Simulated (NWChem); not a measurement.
**AlClF2 (SMILES [F][Al]([F])[Cl]): levels of theory compared**

Aim: a comparison of 6 runs (HF/3-21G, HF/def2-SVP, B3LYP/6-31G*, M06-2X/6-31G*, r2SCAN/def2-SVPD, CCSD(T)/def2-SVPD) of AlClF2. 

Program for the calculation: NWChem 7.3.0.

### Step 1. The system as given

AlClF2: 4 atoms, total charge 0, spin state singlet. As SMILES, `[F][Al]([F])[Cl]`. Geometry: relaxed at PBE0-D4/def2-TZVP.

Bond lengths: F1–Al2 1.631 Å, Al2–F3 1.631 Å, Al2–Cl4 2.061 Å. Angles: F1–Al2–F3 119.0°, F1–Al2–Cl4 120.5°, F3–Al2–Cl4 120.5°.

### Step 2. Energy and forces at HF/3-21G (run 1)

Contents of run.nw:

```
START run
memory 2200 mb
charge 0

GEOMETRY noautosym nocenter noautoz
 F      0.997200     0.721760     1.149640
 Al     0.069280    -0.050750     0.053570
 F      0.273490    -1.653820    -0.164660
 Cl    -1.339980     0.982810    -1.038560
END

BASIS "ao basis" spherical bse
 F library 3-21G
 Al library 3-21G
 Cl library 3-21G
END

SCF
 thresh 1e-08
 maxiter 80
END

TASK scf gradient
```

Started as:

```sh
$ nwchem run.nw > run.out
```

Log:

```text
[...]
  functions       =    44
[...]
  wavefunction    = RHF
[...]
         Total SCF energy =   -895.914580449876
      One-electron energy =  -1641.328369302917
      Two-electron energy =    547.065839315517
 Nuclear repulsion energy =    198.347949537523
        Time for solution =      0.6s
[...]
                         RHF ENERGY GRADIENTS
    atom               coordinates                        gradient
                 x          y          z           x          y          z
   1 F       1.884435   1.363929   2.172505   -0.002355   0.001774  -0.001806
   2 Al      0.130920  -0.095904   0.101233   -0.020637   0.015140  -0.016010
   3 F       0.516821  -3.125267  -0.311162   -0.002380   0.001696  -0.001851
   4 Cl     -2.532195   1.857242  -1.962594    0.025371  -0.018610   0.019667
[...]
```

It took 1.4 s on 1 thread of Intel Xeon 6975P-C (Granite Rapids), shared host; peak memory 0.1 GiB.

### Step 3. Energy and forces at HF/def2-SVP (run 2)

Contents of calc.nw:

```
START calc
TITLE "AlClF2"
memory stack 880 mb heap 220 mb global 1100 mb
charge 0

GEOMETRY units bohr noautosym nocenter noautoz
 F      1.88443489     1.36392873     2.17250474
 Al     0.13092023    -0.09590360     0.10123263
 F      0.51682120    -3.12526686    -0.31116230
 Cl    -2.53219521     1.85724173    -1.96259396
END

BASIS spherical bse
 * library def2-SVP
END

SCF
 thresh 1e-08
 maxiter 80
END

TASK scf gradient
```

Started as:

```sh
$ nwchem calc.nw > calc.out
```

Log:

```text
[...]
  functions       =    64
[...]
  wavefunction    = RHF
[...]
         Total SCF energy =   -900.138125371101
      One-electron energy =  -1646.567028140879
      Two-electron energy =    548.080967394371
 Nuclear repulsion energy =    198.347935375407
        Time for solution =      2.3s
[...]
                         RHF ENERGY GRADIENTS
    atom               coordinates                        gradient
                 x          y          z           x          y          z
   1 F       1.884435   1.363929   2.172505   -0.000927  -0.000347  -0.000978
   2 Al      0.130920  -0.095904   0.101233   -0.000168   0.000130  -0.000149
   3 F       0.516821  -3.125267  -0.311162   -0.000418   0.001330  -0.000051
   4 Cl     -2.532195   1.857242  -1.962594    0.001514  -0.001113   0.001178
[...]
```

It took 3.9 s on 1 thread of Intel Xeon 6975P-C (Granite Rapids), shared host; peak memory 0.1 GiB.

Run 3 isn't shown in full; the table further down has it.

### Step 4. Energy and gradient at M06-2X/6-31G(d) (spherical functions) (run 4)

Contents of mol.xyz:

```xyz
4
AlClF2 gradient
F      0.997200     0.721760     1.149640
Al     0.069280    -0.050750     0.053570
F      0.273490    -1.653820    -0.164660
Cl    -1.339980     0.982810    -1.038560
```

Contents of run.py:

```python
from ase.io import read
from ase.calculators.nwchem import NWChem

mol = read('mol.xyz')

calc = NWChem(
    label='mol',
    theory='dft',
    memory='2200 mb',
    basis='6-31G*',
    basispar='spherical bse',
    dft={'xc': 'm06-2x', 'mult': '1', 'grid': 'xfine', 'convergence': 'energy 1e-08', 'iterations': '100', 'mulliken': None},
)
mol.calc = calc

forces = mol.get_forces()
print(f"energy = {mol.get_potential_energy():.6f} eV")
print("forces (eV/A):")
for s, f in zip(mol.symbols, forces):
    print(f"{s:2s} {f[0]:10.5f} {f[1]:10.5f} {f[2]:10.5f}")
print("dipole (e A):", mol.get_dipole_moment().round(4))
```

Started as:

```sh
$ export ASE_NWCHEM_COMMAND="nwchem PREFIX.nwi > PREFIX.nwo"
$ python run.py
```

Log:

```text
energy = -24555.058360 eV
forces (eV/A):
F     0.05831    0.04330    0.06716
Al    0.00663   -0.00514    0.00602
F     0.01553   -0.09729   -0.01059
Cl   -0.08048    0.05914   -0.06263
dipole (e A): [-0.0133  0.0099 -0.0105]
```

The calculator wrote mol.nwi:

```
title "mol"

permanent_dir mol

scratch_dir mol

start mol

geometry units angstrom nocenter noautosym noautoz
  F  9.9719999999999998e-01 7.2175999999999996e-01 1.1496400000000000e+00
  Al 6.9279999999999994e-02 -5.0750000000000003e-02 5.3570000000000000e-02
  F  2.7349000000000001e-01 -1.6538200000000001e+00 -1.6466000000000000e-01
  Cl -1.3399799999999999e+00 9.8280999999999996e-01 -1.0385599999999999e+00
end

memory 2200 mb

basis spherical bse noprint
   * library 6-31G*
end

dft
  xc m06-2x
  mult 1
  grid xfine
  convergence energy 1e-08
  iterations 100
  mulliken
end

task dft gradient
```

mol.nwo:

```text
Northwest Computational Chemistry Package (NWChem) 7.3.0
             --------------------------------------------------------

           Job information
           ---------------

    nwchem branch   = 7.3.0
    use scalapack   = T
    input           = mol.nwi
    prefix          = mol.
    data base       = mol/mol.db
    status          = startup
    nproc           =        1

           Memory information
           ------------------

[... 5 lines left out ...]
    hardfail = no
[... 91 lines left out ...]
  convergence criterion.
[... 40 lines left out ...]
          Spatial weights used:  Erf1
[... 32 lines left out ...]
 1-e energy   =   -1644.893636
[... 46 lines left out ...]
           Coulomb energy =      614.550207215066
[... 517 lines left out ...]
          Convergence on density requested:  1.00D-05
[... 26 lines left out ...]
          total energy or number of iterations.
[... 35 lines left out ...]
                 ----------------------------------------
                 |  Time  |  1-e(secs)   |  2-e(secs)   |
                 ----------------------------------------
                 |  CPU   |       0.00   |       2.29   |
                 ----------------------------------------
                 |  WALL  |       0.00   |       2.29   |
                 ----------------------------------------

 Task  times  cpu:       14.9s     wall:       14.9s
 Total times  cpu:       14.9s     wall:       14.9s
```

Run time: 16 s. Hardware: 1 thread of Intel Xeon 6975P-C (Granite Rapids), shared host; peak memory 0.13 GiB.

Run 5 isn't shown in full; the table further down has it.

### Step 5. The energy at CCSD(T)/def2-SVPD (run 6)

Contents of mol.nw:

```
start mol
title "AlClF2"
memory stack 880 mb heap 220 mb global 1100 mb
geometry units angstroms noautosym nocenter noautoz
 F        0.997200       0.721760       1.149640
 Al       0.069280      -0.050750       0.053570
 F        0.273490      -1.653820      -0.164660
 Cl      -1.339980       0.982810      -1.038560
end
basis spherical bse
 * library def2-SVPD
end
scf
 thresh 1e-08
 maxiter 80
end
ccsd
 freeze core 12
 maxiter 60
end
task ccsd(t) energy
```

Started as:

```sh
$ nwchem mol.nw > mol.out
```

Log:

```text
[...]
  functions       =    97
[...]
  wavefunction    = RHF
[...]
         Total SCF energy =   -900.164194801472
      One-electron energy =  -1646.096009464058
      Two-electron energy =    547.583865125062
 Nuclear repulsion energy =    198.347949537523
        Time for solution =      9.7s
[...]
 Total MP2 energy:           -900.758563144983896
[...]
             energy      energy      error      ampl     ampl      Block
                                                time     time      time
[...]
 Total CCSD energy:           -900.772916823463675
[...]
 Total CCSD+T(CCSD) energy:           -900.787924149622086
[...]
 Total CCSD(T) energy:                -900.786052354741628
[...]
```

It took 2 min on 1 thread of Intel Xeon 6975P-C (Granite Rapids), shared host; peak memory 0.29 GiB.

### Step 6. The series

```csv
run,level,iteration cap,module,energy (Eh),dipole moment (D),HOMO energy (eV),LUMO energy (eV),wall time
1,HF/3-21G,80,scf,-895.914580,0.49,-13.53,1.76,1.4 s
2,HF/def2-SVP,80,scf,-900.138125,0.43,-13.29,1.74,3.9 s
3,B3LYP/6-31G* (spherical functions),100,dft,-902.518033,0.08,-9.49,-1.58,11 s
4,M06-2X/6-31G* (spherical functions),100,dft,-902.381758,0.09,-11.21,-0.70,16 s
5,r2SCAN/def2-SVPD,100,dft,-902.044740,0.46,-8.99,-1.90,15 s
6,CCSD(T)/def2-SVPD,80,ccsd(t),-900.786052,–,-13.49,0.69,2 min
```

### Step 7. Outcome

| quantity | value |
| --- | --- |
| run 6: total energy | -900.78605 Eh |
| run 6: HOMO energy (Hartree–Fock orbitals) | -13.49 eV |
| run 6: LUMO energy (Hartree–Fock orbitals) | 0.69 eV |
| run 6: HOMO–LUMO gap (Hartree–Fock orbitals) | 14.18 eV |
| run 6: correlation energy (12 core orbitals frozen) | -621.9 mEh |
| run 6: (T) correction | -13.14 mEh |

**Reading.** Over runs 1, 2, 3, 4, 5 the dipole moment (its size) runs from 0.08 D (B3LYP/6-31G*) to 0.49 D (HF/3-21G). The two ends differ in method and basis. The two dipoles point in opposite directions. Over runs 1, 2, 3, 4, 5 the HOMO–LUMO gap runs from 7.09 eV (r2SCAN/def2-SVPD) to 15.29 eV (HF/3-21G). Totals of different functionals can't be ranked against each other. All runs together took 2.8 min, the longest 2 min.
